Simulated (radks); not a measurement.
# I with its nuclear charge varied continuously

An exercise on one series of results from a longer session: the logs are not shown, and one member is left open.

Method: non-relativistic Kohn-Sham, TPSS, spin-unpolarised, spherical densities, point nucleus. Code: radks (a radial shooting solver on a logarithmic mesh, Libxc functionals) version 1.

### What is computed

- element: iodine (Z = 53)
- charge: 0
- electrons: 53
- configuration: [Kr] 4d10 5s2 5p5

Outer shells as boxes (Hund's rule):

I
```
[Kr] core
4d [↑↓][↑↓][↑↓][↑↓][↑↓]
5s [↑↓]
5p [↑↓][↑↓][↑ ]
```

The first run:

Settings of this run:

```text
Z 53
configuration [Kr] 4d10 5s2 5p5
relativity non-relativistic
functional tpss,tpss
spin unpolarised
nucleus point
```

Steps of the session up to this table: Z = 53.

One of the session's tables, all rows but one given; the rest of the session is left out.

It belongs to the step «Z = 53». From the orbitals of this run (lengths in bohr):

```
level     <r>  outermost maximum (interpolated)  90 % within  nodes
   3s  0.3275                             0.298        0.480      2
   3p  0.3181                             0.285        0.476      1
   3d  0.2890                             0.233        0.453      0
   4s  0.7701                             0.708         1.11      3
   4p  0.8050                             0.727         1.18      2
   4d       ?                                 ?            ?      ?
   5s   2.058                              1.78         3.01      4
   5p   2.487                              2.05         3.73      3
```

**Question.** Estimate the row for 4d.

**Answer.** <r>: 0.9148; outermost maximum (interpolated): 0.773; 90 % within: 1.39; nodes: 1. In the column «<r>» it lies between 4p (0.8050) and 5s (2.058).
